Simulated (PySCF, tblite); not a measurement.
# C₆H₁₁NSeSi: geometry, infrared bands and NMR shifts

What infrared bands and NMR shifts should C₆H₁₁NSeSi (`C=C[Se][Si@H](C#CC)NC`) show?

The runs use tblite 0.8.0 and PySCF 2.14.0, with density-fitted response routines of our own; the level of theory stands in each step. All values are computed, except where a source is named. Atoms count from 0, in the outputs and in this text.

**1. The starting structure**

20 atoms, charge 0, multiplicity 1; geometry from: force field or distance geometry start.

Bonds of the start (Å): C0–C1 1.36, C1–Se2 1.91, Se2–Si3 2.29, Si3–C4 1.81, C4–C5 1.21, C5–C6 1.47, Si3–N7 1.78, N7–C8 1.45, C0–H9 1.08, C0–H10 1.09, C1–H11 1.07, Si3–H12 1.44, C6–H13 1.12, C6–H14 1.09, C6–H15 1.13, N7–H16 1.04, C8–H17 1.11, C8–H18 1.11, C8–H19 1.10.

**2. Optimising the geometry with GFN2-xTB**

The job: settings as JSON, then the geometry in Å.

```
{"job": {"kind": "relax", "xc": "GFN2-xTB", "basis": "xTB"}, "charge": 0, "multiplicity": 1}
C      4.389800     0.125600    -0.362300
C      3.040200     0.280200    -0.430300
Se     2.010700    -1.284900    -0.043600
Si    -0.215600    -1.000700    -0.519600
C     -0.770900     0.705000    -0.255700
C     -1.136600     1.844600    -0.082300
C     -1.591900     3.222900     0.150600
N     -1.080700    -2.156900     0.523200
C     -2.368600    -2.548300    -0.007100
H      4.845600    -0.817400    -0.112000
H      5.025100     0.988500    -0.568800
H      2.617700     1.235300    -0.667700
H     -0.421200    -1.315300    -1.912600
H     -1.026700     3.627900     1.028300
H     -1.403800     3.819300    -0.742600
H     -2.686600     3.216400     0.447400
H     -1.120600    -1.880400     1.524400
H     -3.165500    -1.801600     0.204000
H     -2.647700    -3.494100     0.498200
H     -2.297900    -2.755400    -1.084300
```

Command:

```console
> OMP_NUM_THREADS=1 python probes_run.py task.json out
```

The driver reads the jobs from task.json and runs them one after another.

**Question.** This job is followed by: GFN2-xTB harmonic vibrations, gas phase; GIAO PBE0/pcSseg-1 NMR shielding, non-relativistic, gas phase. What will the session give for the following? strongest single infrared mode (GFN2-xTB); zero-point energy (GFN2-xTB); ¹³C shifts against TMS (PBE0/pcSseg-1); ¹H shifts against TMS (PBE0/pcSseg-1, means over atoms taken as alike); ⁷⁷Se shifts against Me2Se (PBE0/pcSseg-1); ²⁹Si shifts against TMS (PBE0/pcSseg-1); ¹⁵N shifts against NH3 (PBE0/pcSseg-1).

As calculated:

```
                                                              quantity                                         value
                             strongest single infrared mode (GFN2-xTB)                          627 cm⁻¹, 400 km/mol
                                          zero-point energy (GFN2-xTB)                                 94.0 kcal/mol
                                ¹³C shifts against TMS (PBE0/pcSseg-1)      140.1, 125.8, 112.0, 87.6, 31.7, 5.8 ppm
¹H shifts against TMS (PBE0/pcSseg-1, means over atoms taken as alike)  6.65, 5.94, 5.78, 5.42, 2.85, 2.12, 0.18 ppm
                             ⁷⁷Se shifts against Me2Se (PBE0/pcSseg-1)                                       -34 ppm
                               ²⁹Si shifts against TMS (PBE0/pcSseg-1)                                     -34.9 ppm
                                ¹⁵N shifts against NH3 (PBE0/pcSseg-1)                                      21.0 ppm
```

Over 116 steps the energy fell by 0.562 eV; of the close pairs, Si3–N7 changed most, 1.781 to 1.708 Å. The lowest mode is slightly imaginary (8i cm⁻¹), a soft motion within the noise of the Hessian, so the minimum is not strictly shown. The strongest single mode, at 627 cm⁻¹, moves mainly H12. GFN2-xTB is a fitted tight-binding method: band positions and strengths are rough. Its intensities can rank the bands wrongly. The most deshielded carbon is C1 (alkene CH), at 140.1 ppm: as expected for a trigonal carbon in a double bond. The most deshielded hydrogen is H11 (hydrogen on an alkene CH), at 6.65 ppm: olefinic region. At PBE0/pcSseg-1: The largest span, 992 ppm, is at Se2, where the paramagnetic term is -1212 ppm. Spin-orbit coupling is left out, which matters for shieldings and couplings at and beside the heavy atoms.
